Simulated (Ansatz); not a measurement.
# CH₃FOSeSi: one species, many methods

One table from this session's results is given with a row withheld; the runs are named, their logs left out.

Program: Ansatz 0.2.0, Gaussian basis. Level of theory: functionals in def2-TZVPP, the program's frozen cores in correlated methods. These are calculated values, not measurements.

The runs, in order: PBE-D4, r2SCAN-D4, PBE0-D4, B3LYP-D4, ωB97X-V, ωB97M-V, B2PLYP; CCSD(T)/def2-TZVPP; MP2/def2-QZVPP; extrapolation to the limit.

## The geometry

An earlier PBE0-D4 in a triple-zeta def2 set relaxation fixed the geometry.

SMILES `O[Si]1(F)C[Se]1`, 8 atoms, charge 0, spin multiplicity 1.

Atoms are counted from 1 here; the program's logs count them from 0.

Bond lengths: O1–Si2 1.620 Å, O1–H6 0.959 Å, Si2–F3 1.589 Å, Si2–C4 1.807 Å, Si2–Se5 2.195 Å, C4–Se5 2.075 Å, C4–H7 1.085 Å, C4–H8 1.085 Å. Angles: Si2–O1–H6 118.8°, O1–Si2–F3 108.2°, O1–Si2–C4 119.0°, O1–Si2–Se5 123.6°, F3–Si2–C4 119.9°, F3–Si2–Se5 118.4°, C4–Si2–Se5 61.5°, Si2–C4–Se5 68.5°, Si2–C4–H7 120.9°, Si2–C4–H8 121.2°, Se5–C4–H7 111.0°, Se5–C4–H8 110.7°, H7–C4–H8 113.9°, Si2–Se5–C4 50.0°.

Set-up of the first run:

in.yaml

```yaml
crystal:
  periodic: [false, false, false]
  atoms:
    - {symbol: O, position_ang: [0.521093, 0.906916, 1.496065]}
    - {symbol: Si, position_ang: [-0.146832, -0.179363, 0.496910]}
    - {symbol: F, position_ang: [-0.165796, -1.586089, 1.234686]}
    - {symbol: C, position_ang: [0.228965, -0.094009, -1.268903]}
    - {symbol: Se, position_ang: [-1.775604, 0.290864, -0.897560]}
    - {symbol: H, position_ang: [0.368300, 0.822736, 2.438897]}
    - {symbol: H, position_ang: [0.719564, 0.776306, -1.692382]}
    - {symbol: H, position_ang: [0.342410, -0.994364, -1.863614]}
basis:
  gaussian: {orbitals: def2-TZVPP}
hamiltonian: {xc: pbe, dispersion: d4}
output: {forces: true, orbitals: {seedname: orbitals}}
```

Launch:

```console
$ ansatz run in.yaml --threads 4 --pin off --events-out ev --progress --plain --max-ram 10444MiB
```

Among the steps run: PBE-D4 (GGA); r2SCAN-D4 (meta-GGA); PBE0-D4 (hybrid); B3LYP-D4 (hybrid); ωB97X-V (range-separated); ωB97M-V (range-separated); B2PLYP (double hybrid); CCSD(T) in def2-TZVPP; MP2 in def2-QZVPP.

One table of the session follows, with a row left open; its other results are not shown here.

```
            method  atomisation energy (kJ/mol)
            PBE-D4                       3170.7
         r2SCAN-D4                       3121.8
           PBE0-D4                            ?
          B3LYP-D4                       3075.8
           ωB97X-V                       3107.9
           ωB97M-V                       3102.2
            B2PLYP                       3059.6
     HF/def2-TZVPP                       2171.9
    MP2/def2-TZVPP                       3120.9
   CCSD/def2-TZVPP                       2954.0
CCSD(T)/def2-TZVPP                       3015.5
           MP2/CBS                       3226.2
       CCSD(T)/CBS                       3120.8
```

**Question.** Estimate the row for PBE0-D4.

**Answer.** atomisation energy (kJ/mol): 3092.2. In the column «atomisation energy (kJ/mol)» it lies between B3LYP-D4 (3075.8) and ωB97M-V (3102.2).
